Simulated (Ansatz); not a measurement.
**FH5NOSbSi: a ladder of functionals and wavefunction methods**

One table from this session's results is given with a row withheld; the runs are named, their logs left out.

Computed with Ansatz 0.2.0, Gaussian basis. Level: functionals in def2-TZVPP, the program's frozen cores in correlated methods.

Levels to be run: LDA (SPW92), PBE-D4, revPBE-D4, BLYP-D4, r2SCAN-D4, B97M-V, PBE0-D4, B3LYP-D4, r2SCANh-D4, r2SCAN0-D4, HSE06-D4, BHLYP-D4, CAM-B3LYP-D4, LC-ωPBE, ωB97X-V, ωB97M-V, B2PLYP, PBE-QIDH; CCSD(T)/def2-SVP; CCSD(T)/def2-TZVPP; MP2/def2-QZVPP; extrapolation to the limit; RPA on PBE.

**The geometry**

All runs share one geometry, relaxed beforehand with PBE0-D4 in a triple-zeta def2 set. Sb takes the def2 core potential; no spin-orbit term is included.

SMILES `N[SiH](F)[O][SbH2]`, 10 atoms, charge 0, spin multiplicity 1.

Atoms are counted from 1 here; the program's logs count them from 0.

Bond lengths: N1–Si2 1.707 Å, N1–H6 1.007 Å, N1–H7 1.007 Å, Si2–F3 1.597 Å, Si2–O4 1.615 Å, Si2–H8 1.476 Å, O4–Sb5 1.982 Å, Sb5–H9 1.714 Å, Sb5–H10 1.718 Å. Angles: Si2–N1–H6 120.1°, Si2–N1–H7 120.8°, H6–N1–H7 111.3°, N1–Si2–F3 104.0°, N1–Si2–O4 109.6°, N1–Si2–H8 117.3°, F3–Si2–O4 112.4°, F3–Si2–H8 106.5°, O4–Si2–H8 107.1°, Si2–O4–Sb5 125.7°, O4–Sb5–H9 91.7°, O4–Sb5–H10 95.1°, H9–Sb5–H10 90.3°.

Geometry (Å):

```
N    -1.0239    0.8510    0.8136
Si   -1.0267   -0.4360   -0.3084
F    -1.7441    0.1759   -1.5978
O     0.4922   -0.8940   -0.6096
Sb    2.0520    0.3156   -0.7851
H    -1.7697    1.5280    0.8072
H    -0.6494    0.7272    1.7403
H    -1.7827   -1.6504    0.0562
H     3.1188   -1.0076   -1.0072
H     2.4167    0.3392    0.8939
```

Set-up of the first run:

Input file in.yaml:

```yaml
crystal:
  periodic: [false, false, false]
  atoms:
    - {symbol: N, position_ang: [-1.023921, 0.851045, 0.813560]}
    - {symbol: Si, position_ang: [-1.026700, -0.436047, -0.308362]}
    - {symbol: F, position_ang: [-1.744119, 0.175856, -1.597846]}
    - {symbol: O, position_ang: [0.492248, -0.893953, -0.609639]}
    - {symbol: Sb, position_ang: [2.051953, 0.315641, -0.785116]}
    - {symbol: H, position_ang: [-1.769696, 1.528011, 0.807198]}
    - {symbol: H, position_ang: [-0.649380, 0.727236, 1.740283]}
    - {symbol: H, position_ang: [-1.782715, -1.650449, 0.056214]}
    - {symbol: H, position_ang: [3.118760, -1.007605, -1.007226]}
    - {symbol: H, position_ang: [2.416671, 0.339165, 0.893932]}
basis:
  gaussian: {orbitals: def2-TZVPP}
hamiltonian: {xc: lda}
output: {orbitals: {seedname: orbitals}}
```

Steps of the session up to this table: LDA; PBE-D4 (GGA); revPBE-D4 (GGA); BLYP-D4 (GGA); r2SCAN-D4 (meta-GGA); B97M-V (meta-GGA); PBE0-D4 (hybrid); B3LYP-D4 (hybrid); r2SCANh-D4 (hybrid); r2SCAN0-D4 (hybrid); HSE06-D4 (hybrid); BHLYP-D4 (hybrid); CAM-B3LYP-D4 (range-separated); LC-ωPBE (range-separated); ωB97X-V (range-separated); ωB97M-V (range-separated); B2PLYP (double hybrid); PBE-QIDH (double hybrid).

One table of the session follows, with a row left open; its other results are not shown here.

It belongs to the step «Orbital energies across the functionals». 

| functional | HOMO (eV) | gap (eV) |
| --- | --- | --- |
| LDA (SPW92) | -6.44 | 4.20 |
| PBE-D4 | -6.31 | 4.30 |
| revPBE-D4 | -6.26 | 4.35 |
| BLYP-D4 | -6.21 | 4.30 |
| r2SCAN-D4 | -6.59 | 4.82 |
| B97M-V | -6.60 | 4.73 |
| PBE0-D4 | -7.44 | 6.23 |
| B3LYP-D4 | -7.28 | 5.83 |
| r2SCANh-D4 | -7.01 | 5.52 |
| r2SCAN0-D4 | -7.63 | 6.56 |
| HSE06-D4 | -7.05 | 5.47 |
| BHLYP-D4 | -8.46 | 8.06 |
| CAM-B3LYP-D4 | ? | ? |
| LC-ωPBE | -9.98 | 10.87 |
| ωB97X-V | -9.68 | 10.43 |
| ωB97M-V | -9.58 | 10.10 |

**Question.** Estimate the row for CAM-B3LYP-D4.

The run gave: HOMO (eV): -8.74; gap (eV): 8.48. In the column «HOMO (eV)» it lies between ωB97M-V (-9.58) and BHLYP-D4 (-8.46).
